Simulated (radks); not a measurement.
# Fractional charge and spin in the 3s shell of argon

One table from this session's results is given with a row withheld; the runs are named, their logs left out.

The numbers are computed with radks (a radial shooting solver on a logarithmic mesh, Libxc functionals) version 1 (scalar-relativistic Kohn-Sham, PBE, spin-polarised, spherical densities, finite nucleus), except any that are marked as measured or tabulated.

**The system**

| Item | Value |
| --- | --- |
| element | argon (Z = 18) |
| configuration | [Ne] 3p(up 2.5, down 2.5) 3s(up 1, down 1) |
| nuclear rms radius | 3.4274 fm |

A shell typed twice in an input gives spin up, then spin down.

Set-up of the first run:

The run's settings:

```text
Z 18
configuration [Ne] 3p2.5 3p2.5 3s1 3s1
relativity scalar-relativistic
functional pbe,pbe
spin polarised
nucleus finite rms 3.4274 fm
c 137.035999084
```

Among the steps run: 3s: up 1, down 1.

One table of the session follows, with a row left open; its other results are not shown here.

It belongs to the step «3s: up 1, down 1». Sizes of the orbitals, from the radial functions (bohr):

```
level      <r>  outermost maximum (interpolated)  90 % within  nodes
   1s  0.08573                            0.0561        0.153      0
   2s   0.4139                             0.339        0.646      1
   2p        ?                                 ?            ?      ?
   3s    1.368                              1.16         2.06      2
   3p    1.553                              1.26         2.42      1
```

Q: Estimate the row for 2p from the others.

**Answer.** <r>: 0.3765; outermost maximum (interpolated): 0.281; 90 % within: 0.624; nodes: 0. In the column «<r>» it lies between 1s (0.08573) and 2s (0.4139).
